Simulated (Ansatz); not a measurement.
**CH4ClFOSi: up Jacob's ladder to CCSD(T)**

The task here is to estimate one member of a computed series from the others.

Program: Ansatz 0.2.0, Gaussian basis. Level of theory: functionals in def2-TZVPP, the program's frozen cores in correlated methods. These are calculated values, not measurements.

Levels to be run: PBE-D4, r2SCAN-D4, PBE0-D4, B3LYP-D4, ωB97X-V, ωB97M-V, B2PLYP; CCSD(T)/def2-TZVPP; MP2/def2-QZVPP; extrapolation to the limit.

## The relaxed structure

The geometry comes from an earlier relaxation with PBE0-D4 in a triple-zeta def2 set; it is a stationary point, not always the lowest conformer.

SMILES `O[SiH2]C(F)Cl`, 9 atoms, charge 0, spin multiplicity 1.

Atoms are counted from 1 here; the program's logs count them from 0.

Bond lengths: O1–Si2 1.639 Å, O1–H6 0.959 Å, Si2–C3 1.908 Å, Si2–H7 1.483 Å, Si2–H8 1.480 Å, C3–F4 1.368 Å, C3–Cl5 1.790 Å, C3–H9 1.092 Å. Angles: Si2–O1–H6 117.0°, O1–Si2–C3 109.5°, O1–Si2–H7 113.7°, O1–Si2–H8 106.6°, C3–Si2–H7 105.7°, C3–Si2–H8 109.4°, H7–Si2–H8 111.8°, Si2–C3–F4 111.0°, Si2–C3–Cl5 107.3°, Si2–C3–H9 115.3°, F4–C3–Cl5 109.3°, F4–C3–H9 108.2°, Cl5–C3–H9 105.6°.

Set-up of the first run:

Contents of in.yaml:

```yaml
crystal:
  periodic: [false, false, false]
  atoms:
    - {symbol: O, position_ang: [-1.384135, -0.430492, -1.188003]}
    - {symbol: Si, position_ang: [0.092221, -0.700818, -0.530360]}
    - {symbol: C, position_ang: [0.330087, 0.430474, 0.987178]}
    - {symbol: F, position_ang: [1.588927, 0.296759, 1.504473]}
    - {symbol: Cl, position_ang: [0.093769, 2.117518, 0.437133]}
    - {symbol: H, position_ang: [-1.572003, 0.462912, -1.483202]}
    - {symbol: H, position_ang: [1.218686, -0.389907, -1.443815]}
    - {symbol: H, position_ang: [0.108923, -2.115783, -0.097251]}
    - {symbol: H, position_ang: [-0.387773, 0.282937, 1.796647]}
basis:
  gaussian: {orbitals: def2-TZVPP}
hamiltonian: {xc: pbe, dispersion: d4}
output: {forces: true, orbitals: {seedname: orbitals}}
```

Run with:

```bash
ansatz run in.yaml --threads 4 --pin off --events-out ev --progress --plain --max-ram 10444MiB
```

Steps of the session up to this table: PBE-D4 (GGA); r2SCAN-D4 (meta-GGA); PBE0-D4 (hybrid); B3LYP-D4 (hybrid); ωB97X-V (range-separated); ωB97M-V (range-separated); B2PLYP (double hybrid); CCSD(T) in def2-TZVPP; MP2 in def2-QZVPP.

One table of the session follows, with a row left open; its other results are not shown here.

```
            method  atomisation energy (kJ/mol)
            PBE-D4                            ?
         r2SCAN-D4                       3137.4
           PBE0-D4                       3112.3
          B3LYP-D4                       3108.9
           ωB97X-V                       3141.4
           ωB97M-V                       3140.9
            B2PLYP                       3082.1
     HF/def2-TZVPP                       2206.2
    MP2/def2-TZVPP                       3118.7
   CCSD/def2-TZVPP                       2983.8
CCSD(T)/def2-TZVPP                       3037.9
           MP2/CBS                       3217.8
       CCSD(T)/CBS                       3137.0
```

**Question.** Estimate the row for PBE-D4.

As computed: atomisation energy (kJ/mol): 3188.6. In the column «atomisation energy (kJ/mol)» it lies between ωB97X-V (3141.4) and MP2/CBS (3217.8).

Caveats from the session: Free atoms (1 O, 1 Si, 1 C, 1 F, 1 Cl, 4 H) were run apart at each level; the atomisation energy is their sum less the molecule, without zero-point or spin-orbit terms.
